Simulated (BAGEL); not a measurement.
# C2H6ClSi (SMILES C[Si](C)Cl): UHF/3-21G (density fitting with qzvpp-jkfit)

Aim: the energy change on altering one bond length of C2H6ClSi at UHF/3-21G (density fitting with qzvpp-jkfit), from 2 runs. 

The calculation is run with BAGEL 1.2.2.

3 further runs of the same task are left out: 2 that didn't finish, 1 set aside as unsound or not needed. Runs told in other sessions of the task aren't counted.

## Step 1: The system as given

C2H6ClSi: 10 atoms, total charge 0, spin state doublet. As SMILES, `C[Si](C)Cl`. The coordinates come from a PBE0-D4/def2-TZVP relaxation.

Bond lengths: C1–Si2 1.870 Å, Si2–C3 1.870 Å, Si2–Cl4 2.075 Å, C1–H5 1.091 Å, C1–H6 1.093 Å, C1–H7 1.095 Å, C3–H8 1.093 Å, C3–H9 1.095 Å, C3–H10 1.091 Å. Some angles: C1–Si2–C3 112.2°, C1–Si2–Cl4 108.1°, C3–Si2–Cl4 108.1°, Si2–C1–H5 111.1°, Si2–C1–H6 110.2°, Si2–C1–H7 110.0°, Si2–C3–H8 110.2°, Si2–C3–H9 110.0°, Si2–C3–H10 111.1°, H5–C1–H6 108.5°.

## Step 2: A single-point energy at UHF/3-21G (density fitting with qzvpp-jkfit)

Contents of hf.json:

```json
{ "bagel": [

{
  "title": "molecule",
  "basis": "3-21g",
  "df_basis": "qzvpp-jkfit",
  "angstrom": true,
  "geometry": [
    { "atom": "C", "xyz": [   -0.236500,    1.376200,   -0.713100 ] },
    { "atom": "Si", "xyz": [   -0.714400,   -0.381600,   -0.292200 ] },
    { "atom": "C", "xyz": [    0.293900,   -1.069300,    1.124100 ] },
    { "atom": "Cl", "xyz": [   -0.365700,   -1.561100,   -1.962800 ] },
    { "atom": "H", "xyz": [   -0.818600,    1.749800,   -1.556700 ] },
    { "atom": "H", "xyz": [   -0.409500,    2.030200,    0.145300 ] },
    { "atom": "H", "xyz": [    0.824700,    1.422200,   -0.978000 ] },
    { "atom": "H", "xyz": [    0.133100,   -0.473500,    2.026100 ] },
    { "atom": "H", "xyz": [    1.359100,   -1.041300,    0.873200 ] },
    { "atom": "H", "xyz": [    0.017200,   -2.102900,    1.337200 ] }
  ]
},
{ "title": "uhf", "nopen": 1 },
{ "title": "print", "file": "orbitals.molden", "orbitals": true }

]}
```

The run is started by

```bash
$ BAGEL_NUM_THREADS=1 BAGEL hf.json > hf.out
```

What it wrote:

```text
* using 1 threads per process

  ===============================================================
  ===============================================================

  *** Geometry ***

  { "atom" : "C", "xyz" : [     -0.446920,      2.600641,     -1.347564 ] },
  { "atom" : "Si", "xyz" : [     -1.350020,     -0.721119,     -0.552178 ] },
  { "atom" : "C", "xyz" : [      0.555391,     -2.020684,      2.124241 ] },
  { "atom" : "Cl", "xyz" : [     -0.691073,     -2.950051,     -3.709154 ] },
  { "atom" : "H", "xyz" : [     -1.546930,      3.306643,     -2.941737 ] },
  { "atom" : "H", "xyz" : [     -0.773843,      3.836522,      0.274577 ] },
  { "atom" : "H", "xyz" : [      1.558457,      2.687568,     -1.848152 ] },
  { "atom" : "H", "xyz" : [      0.251523,     -0.894785,      3.828774 ] },
  { "atom" : "H", "xyz" : [      2.568327,     -1.967772,      1.650109 ] },
  { "atom" : "H", "xyz" : [      0.032503,     -3.973905,      2.526942 ] },

  Number of auxiliary basis functions:      514

  Since a DF basis is specified, we compute 2- and 3-index integrals:
    o Being stored without compression. Storage requirement is 0.013 GB

  Number of basis functions:       56
  Number of electrons      :       49

    * METHOD: MOLECULE                             0.17

  *** Open-shell HF ***

  === Nuclear Repulsion ===
   207.0341288874

      * DIIS with orbital gradients will be used.

  === UHF iteration (3-21g) ===
      0       -823.44229553          0.03071606           0.08
      1       -823.51986335          0.00950610           0.08
      2       -823.52857292          0.00387743           0.08
      3       -823.52991600          0.00074397           0.08
      4       -823.53018449          0.00019140           0.08
      5       -823.53022591          0.00008043           0.08
      6       -823.53023893          0.00001867           0.08
      7       -823.53024150          0.00000719           0.08
      8       -823.53024227          0.00000212           0.08
      9       -823.53024237          0.00000078           0.08
     10       -823.53024240          0.00000031           0.08
     11       -823.53024240          0.00000013           0.08
     12       -823.53024240          0.00000007           0.08
     13       -823.53024240          0.00000003           0.08
     14       -823.53024240          0.00000001           0.08
    * SCF iteration converged.

    * S^2 (UHF) is 0.7520

    * Permanent dipole moment:
           (    0.016025,    -0.823933,    -1.101207) a.u.

    * METHOD: UHF                                  1.30

    * METHOD: PRINT                                0.01

  ===============================================================
```

Run time: 1.6 s. Hardware: 1 thread of Arm Neoverse V2, shared host; peak memory 0.094 GiB.

## Step 3: The distorted shape at the same level

Contents of calc.json:

```json
{ "bagel" : [

{
  "title" : "molecule",
  "basis" : "3-21g",
  "df_basis" : "qzvpp-jkfit",
  "angstrom" : "true",
  "geometry" : [
    { "atom" : "C", "xyz" : [      -0.153493,       1.686267,      -0.777027 ] },
    { "atom" : "Si", "xyz" : [      -0.631393,      -0.071533,      -0.356127 ] },
    { "atom" : "C", "xyz" : [       0.376907,      -0.759233,       1.060173 ] },
    { "atom" : "Cl", "xyz" : [      -0.282693,      -1.251033,      -2.026727 ] },
    { "atom" : "H", "xyz" : [      -0.735593,       2.059867,      -1.620627 ] },
    { "atom" : "H", "xyz" : [      -0.326493,       2.340267,       0.081373 ] },
    { "atom" : "H", "xyz" : [       0.907707,       1.732267,      -1.041927 ] },
    { "atom" : "H", "xyz" : [       0.216107,      -0.163433,       1.962173 ] },
    { "atom" : "H", "xyz" : [       1.442107,      -0.731233,       0.809273 ] },
    { "atom" : "H", "xyz" : [       0.017200,      -2.102900,       1.337200 ] }
  ]
},

{ "title" : "uhf", "nopen" : 1 },

{ "title" : "print", "file" : "orbitals.molden", "orbitals" : "true" }

]}
```

The run is started by

```bash
$ BAGEL_NUM_THREADS=1 BAGEL calc.json > calc.out
```

What it wrote:

```text
* using 1 threads per process

  ===============================================================
  ===============================================================

  *** Geometry ***

  { "atom" : "C", "xyz" : [     -0.290060,      3.186583,     -1.468368 ] },
  { "atom" : "Si", "xyz" : [     -1.193160,     -0.135178,     -0.672982 ] },
  { "atom" : "C", "xyz" : [      0.712251,     -1.434742,      2.003437 ] },
  { "atom" : "Cl", "xyz" : [     -0.534212,     -2.364110,     -3.829959 ] },
  { "atom" : "H", "xyz" : [     -1.390069,      3.892584,     -3.062541 ] },
  { "atom" : "H", "xyz" : [     -0.616982,      4.422464,      0.153773 ] },
  { "atom" : "H", "xyz" : [      1.715318,      3.273510,     -1.968957 ] },
  { "atom" : "H", "xyz" : [      0.408383,     -0.308844,      3.707970 ] },
  { "atom" : "H", "xyz" : [      2.725187,     -1.381830,      1.529304 ] },
  { "atom" : "H", "xyz" : [      0.032503,     -3.973905,      2.526942 ] },

  Number of auxiliary basis functions:      514

  Since a DF basis is specified, we compute 2- and 3-index integrals:
    o Being stored without compression. Storage requirement is 0.013 GB

  Number of basis functions:       56
  Number of electrons      :       49

    * METHOD: MOLECULE                             0.17

  *** Open-shell HF ***

  === Nuclear Repulsion ===
   205.8513318402

      * DIIS with orbital gradients will be used.

  === UHF iteration (3-21g) ===
      0       -823.40306901          0.02961180           0.08
      1       -823.47772427          0.00934565           0.08
      2       -823.48636073          0.00397317           0.08
      3       -823.48775576          0.00081249           0.08
      4       -823.48804901          0.00021793           0.08
      5       -823.48809060          0.00009577           0.08
      6       -823.48810664          0.00002177           0.08
      7       -823.48810937          0.00000864           0.08
      8       -823.48811003          0.00000415           0.08
      9       -823.48811029          0.00000156           0.08
     10       -823.48811038          0.00000070           0.08
     11       -823.48811041          0.00000036           0.08
     12       -823.48811043          0.00000024           0.07
     13       -823.48811044          0.00000017           0.08
     14       -823.48811045          0.00000011           0.08
     15       -823.48811045          0.00000007           0.08
     16       -823.48811045          0.00000004           0.08
     17       -823.48811045          0.00000002           0.08
     18       -823.48811045          0.00000001           0.08
    * SCF iteration converged.

    * S^2 (UHF) is 0.7520

    * Permanent dipole moment:
           (    0.001315,    -0.903299,    -1.072517) a.u.

    * METHOD: UHF                                  1.56

    * METHOD: PRINT                                0.01

  ===============================================================
```

Wall time 1.9 s (1 thread of Arm Neoverse V2, shared host); peak memory 0.094 GiB.

## Step 4: Results

At UHF/3-21G (density fitting with qzvpp-jkfit):

| quantity | value |
| --- | --- |
| first shape: total energy | -823.53024 Eh |
| first shape: dipole moment | 3.50 D |
| first shape: ⟨S²⟩ | 0.752 |
| distorted shape: total energy | -823.48811 Eh |
| distorted shape: dipole moment | 3.56 D |
| distorted shape: ⟨S²⟩ | 0.752 |
| energy change with the C3–H10 bond stretched from 1.091 to 1.418 Å | 1.146 eV |

In words: With the C3–H10 bond stretched from 1.091 to 1.418 Å the energy rises by 1.15 eV (111 kJ/mol). The first shape isn't relaxed at this level, so the change isn't measured from a minimum.
